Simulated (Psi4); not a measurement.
# CHCuO (Cu(CO)H): M06-2X/def2-TZVPD (sweep point 4)

Aim: the vertical ionisation energy of CHCuO (Cu(CO)H) at M06-2X/def2-TZVPD (sweep point 4), from 2 runs. 

The calculation is run with Psi4 1.11.

4 further runs of the same task are left out: 4 set aside as unsound or not needed.

## (1) The system as given

CHCuO: 4 atoms, total charge 0, spin state singlet. SMILES: `[H][Cu]<-[C-]#[O+]`. The shape comes from GFN2-xTB, which is rough for such elements, and wasn't checked as a minimum.

Bond lengths: Cu1–C2 1.786 Å, C2–O3 1.137 Å, Cu1–H4 1.489 Å. Angles: Cu1–C2–O3 177.7°, C2–Cu1–H4 179.0°.

## (2) The energy at M06-2X/def2-TZVPD (sweep point 4)

Contents of chcuo.inp:

```
memory 1600 MB

molecule {
  0 1
  Cu    -0.014370     0.018700    -0.804770
  C     -0.004560     0.008270     0.981090
  O      0.032210    -0.031180     2.117060
  H     -0.013280     0.004200    -2.293380
  symmetry c1
}

set globals {
  reference            rks
  puream               true
  scf_type             pk
  dft_radial_points    99
  dft_spherical_points 590
  d_convergence        1e-05
  e_convergence        1e-05
}

E = energy('m06-2x/def2-TZVPD')
```

The run is started by

```console
$ psi4 chcuo.inp chcuo.out -n 1
```

chcuo.out:

```text
[...]
  Running in c1 symmetry.
[...]
  Nuclear repulsion =  128.136591491432398
[...]
  Multiplicity = 1
[...]
  Nalpha       = 22
  Nbeta        = 22
[...]
    Number of basis functions: 134
[...]
   @RKS iter   1: -1751.17483320221345    2.42473e-01   3.15505e-02 ADIIS/DIIS
[...]
   @RKS iter  10: -1754.37522886864895   -2.56780e-06   7.43218e-06 DIIS
[...]
    Orbital Energies [Eh]
    ---------------------
    Doubly Occupied:
       1A   -325.077009     2A    -39.487776     3A    -34.694702
       4A    -34.690636     5A    -34.690633     6A    -19.782878
       7A    -10.719873     8A     -4.552511     9A     -3.034898
      10A     -3.022989    11A     -3.022986    12A     -1.331803
      13A     -0.724809    14A     -0.602010    15A     -0.601798
      16A     -0.597384    17A     -0.421938    18A     -0.421937
      19A     -0.418390    20A     -0.418376    21A     -0.401045
      22A     -0.290819
[...]
  @RKS Final Energy: -1754.37522886864895
   => Energetics <=
    Nuclear Repulsion Energy =            128.1365914914323980
    One-Electron Energy =               -2696.2137796893430277
    Two-Electron Energy =                 852.2973097909161879
    DFT Exchange-Correlation Energy =     -38.5953504616544194
    Empirical Dispersion Energy =           0.0000000000000000
    VV10 Nonlocal Energy =                  0.0000000000000000
    Total Energy =                      -1754.3752288686489464
[...]
 Multipole Moments:
 ------------------------------------------------------------------------------------
     Multipole            Electronic (a.u.)      Nuclear  (a.u.)        Total (a.u.)
 ------------------------------------------------------------------------------------
 L = 1.  Multiply by 2.5417464519 to convert [e a0] to [Debye]
 Dipole X            :         -0.0396368            0.0361593           -0.0034775
 Dipole Y            :          0.0666551           -0.0517268            0.0149283
 Dipole Z            :          0.1868973            1.3128123            1.4997097
 Magnitude           :                                                    1.4997880
[...]
```

It took 47 s on 1 thread of AMD EPYC 7R43 (Zen 3), shared host; peak memory 0.98 GiB.

## (3) The doublet cation, same level

Contents of input.dat:

```
memory 1600 MB

molecule geom {
  1 2
  Cu    -0.014370     0.018700    -0.804770
  C     -0.004560     0.008270     0.981090
  O      0.032210    -0.031180     2.117060
  H     -0.013280     0.004200    -2.293380
  symmetry c1
}

set globals {
  basis def2-TZVPD
  reference uks
  puream true
  scf_type pk
  dft_radial_points 99
  dft_spherical_points 590
  d_convergence 1e-05
  e_convergence 1e-05
  maxiter 150
}

energy("m06-2x")
```

The run is started by

```console
$ psi4 -n 1 input.dat output.dat
```

output.dat:

```text
[...]
  Running in c1 symmetry.
[...]
  Nuclear repulsion =  128.136591491432398
[...]
  Multiplicity = 2
[...]
  Nalpha       = 22
  Nbeta        = 21
[...]
    Number of basis functions: 134
[...]
   @UKS iter   1: -1751.04413607329025    3.73170e-01   3.09482e-02 ADIIS/DIIS
[...]
   @UKS iter  13: -1754.03760535918195   -9.91694e-07   5.69339e-07 DIIS
[...]
   @S^2 Observed:                7.536411512E-01
[...]
    Orbital Energies [Eh]
    ---------------------
    Alpha Occupied:
       1A   -325.383673     2A    -39.796272     3A    -35.009228
       4A    -34.995260     5A    -34.995260     6A    -19.988953
       7A    -10.924854     8A     -4.865699     9A     -3.362751
      10A     -3.331449    11A     -3.331448    12A     -1.526307
      13A     -0.926403    14A     -0.839444    15A     -0.797798
      16A     -0.797787    17A     -0.733498    18A     -0.733472
      19A     -0.728278    20A     -0.728278    21A     -0.710984
      22A     -0.635339
    Alpha Virtual:
      23A     -0.268654    24A     -0.268639    25A     -0.154918
[...]
  @UKS Final Energy: -1754.03760535918195
   => Energetics <=
    Nuclear Repulsion Energy =            128.1365914914323980
    One-Electron Energy =               -2684.2564889634054452
    Two-Electron Energy =                 840.5424864804065237
    DFT Exchange-Correlation Energy =     -38.4601943676152160
    Empirical Dispersion Energy =           0.0000000000000000
    VV10 Nonlocal Energy =                  0.0000000000000000
    Total Energy =                      -1754.0376053591819527
[...]
 Multipole Moments:
 ------------------------------------------------------------------------------------
     Multipole            Electronic (a.u.)      Nuclear  (a.u.)        Total (a.u.)
 ------------------------------------------------------------------------------------
 L = 1.  Multiply by 2.5417464519 to convert [e a0] to [Debye]
 Dipole X            :         -0.0484024            0.0361593           -0.0122430
 Dipole Y            :          0.0656556           -0.0517268            0.0139287
 Dipole Z            :         -1.7915539            1.3128123           -0.4787415
 Magnitude           :                                                    0.4791006
[...]
```

Run time: 88 s. Hardware: 1 thread of AMD EPYC 7R43 (Zen 3), shared host; peak memory 0.97 GiB.

## (4) What came out

Level: M06-2X/def2-TZVPD (sweep point 4).

```
                                          quantity           value
                       singlet CHCuO: total energy  -1754.37523 Eh
                      singlet CHCuO: dipole moment          3.81 D
                        singlet CHCuO: HOMO energy        -7.91 eV
                        singlet CHCuO: LUMO energy        -1.52 eV
                      singlet CHCuO: HOMO–LUMO gap         6.40 eV
                      doublet cation: total energy  -1754.03761 Eh
doublet cation: HOMO energy (highest over α and β)       -17.29 eV
 doublet cation: LUMO energy (lowest over α and β)       -10.57 eV
                              doublet cation: ⟨S²⟩           0.754
vertical ionisation energy (to the doublet cation)        9.187 eV
```

What this shows: The vertical ionisation energy comes to 9.19 eV (212 kcal/mol). −ε(HOMO) before ionisation, 7.91 eV, is 1.27 eV below this ionisation energy.
